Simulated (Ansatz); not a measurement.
Geometry optimisation, Ansatz 0.2.0, DFT PBE-D3(BJ), scalar-relativistic, plane waves, PAW.

Input:

```yaml
crystal:
  lattice:
    - [7.67918, 0.0, 0.0]
    - [3.83959, 6.650365, 0.0]
    - [0.0, 0.0, 16.418765]
  atoms:
    - { symbol: H, position: [0.16666666, 0.16666666, 0.06090592] }
    - { symbol: H, position: [0.66666664, 0.16666666, 0.06090592] }
    - { symbol: H, position: [0.16666666, 0.66666663, 0.06090592] }
    - { symbol: H, position: [0.66666664, 0.66666663, 0.06090592] }
    - { symbol: Si, position: [0.16666666, 0.16666666, 0.1522648] }
    - { symbol: Si, position: [0.66666664, 0.16666666, 0.1522648] }
    - { symbol: Si, position: [0.16666666, 0.66666663, 0.1522648] }
    - { symbol: Si, position: [0.66666664, 0.66666663, 0.1522648] }
    - { symbol: Si, position: [-0.16666666, 0.33333332, 0.2] }
    - { symbol: Si, position: [0.33333332, 0.33333332, 0.2] }
    - { symbol: Si, position: [-0.16666666, 0.83333329, 0.2] }
    - { symbol: Si, position: [0.33333332, 0.83333329, 0.2] }
    - { symbol: Si, position: [-0.16666666, 0.33333332, 0.34320559] }
    - { symbol: Si, position: [0.33333332, 0.33333332, 0.34320559] }
    - { symbol: Si, position: [-0.16666666, 0.83333329, 0.34320559] }
    - { symbol: Si, position: [0.33333332, 0.83333329, 0.34320559] }
    - { symbol: Si, position: [0.0, 0.0, 0.39094079] }
    - { symbol: Si, position: [0.49999998, 0.0, 0.39094079] }
    - { symbol: Si, position: [0.0, 0.49999997, 0.39094079] }
    - { symbol: Si, position: [0.49999998, 0.49999997, 0.39094079] }
    - { symbol: F, position: [0.66666664, 0.16666666, 0.37205995] }
    - { symbol: H, position: [0.55555553, -0.11111111, 0.46707319] }
basis:
  ecutwfc: 420.0
kpoints:
  mp_grid: { grid: [2, 2, 1] }
hamiltonian:
  xc: pbe
  dispersion: d3bj
  pseudopotentials: { kind: paw, azcp: { folder: soft_1 } }
scf:
  occupations: { method: gaussian, width: 0.02 }
  lower_state_search: "off"
relax:
  f_tol: 0.03
  max_steps: 60
  adjacent_minimum: "off"
  constraints: [{ sites: [0, 1, 2, 3, 4, 5, 6, 7] }]
```

Launched with:

```bash
$ ansatz run input.yaml --threads 1 --pin off --max-ram 3072MiB --backend cpu --events-out ev --progress --plain --runs-dir out
```

Question: Where does it end, and by what steps?

Answer: The run converged. Limits of this set-up: coarse k mesh, thin slab, slab without dipole correction. After 31 steps the energy has fallen by 3.851 eV; Si19 moved furthest, 1.52 Å. Parted: Si10–Si14 (2.35 → 3.49 Å), Si12–Si16 (2.35 → 3.28 Å). Joined: Si10–Si19 (3.84 → 2.44 Å), Si12–Si17 (3.84 → 2.47 Å), Si14–F21 (2.27 → 1.67 Å).

```csv
step,energy less start (eV),largest force component (eV/Å),accepted
0,0.0000,1.441,yes
2,-0.9484,0.601,yes
4,-1.2643,0.695,yes
6,-1.6285,0.541,yes
8,-1.8600,0.345,yes
10,-1.9385,0.336,yes
12,-2.0248,0.210,yes
14,-2.0631,0.194,yes
16,-2.1153,0.417,yes
18,-2.2740,0.809,yes
20,-2.7952,0.680,yes
22,-3.3934,0.391,yes
24,-3.5861,0.437,yes
26,-3.7976,0.292,yes
28,-3.8372,0.230,yes
30,-3.8504,0.053,yes
31,-3.8505,0.011,yes
```

```xyz
22
Lattice="7.6792 0.0000 0.0000 3.8396 6.6504 0.0000 0.0000 0.0000 16.4188" Properties=species:S:1:pos:R:3
H 1.920 1.108 1.000
H 5.759 1.108 1.000
H 3.840 4.434 1.000
H 7.679 4.434 1.000
Si 1.920 1.108 2.500
Si 5.759 1.108 2.500
Si 3.840 4.434 2.500
Si 7.679 4.434 2.500
Si 0.032 2.202 3.286
Si 3.787 2.245 3.254
Si 1.946 5.522 3.272
Si 5.718 5.570 3.329
Si 0.717 1.890 5.558
Si 4.890 1.636 6.505
Si 2.645 5.080 5.514
Si 6.603 4.895 6.417
Si 0.959 -0.519 5.554
Si 4.803 -0.690 6.993
Si 2.970 2.713 5.504
Si 6.831 2.795 7.249
F 5.608 1.224 5.050
H 5.027 -1.031 8.437
```

Whether the end is a true minimum wasn't checked by a vibrational analysis.

Run time: 4.4 min on 1 thread of Arm Neoverse V2, with other jobs on the host, peak memory 0.85 GiB.
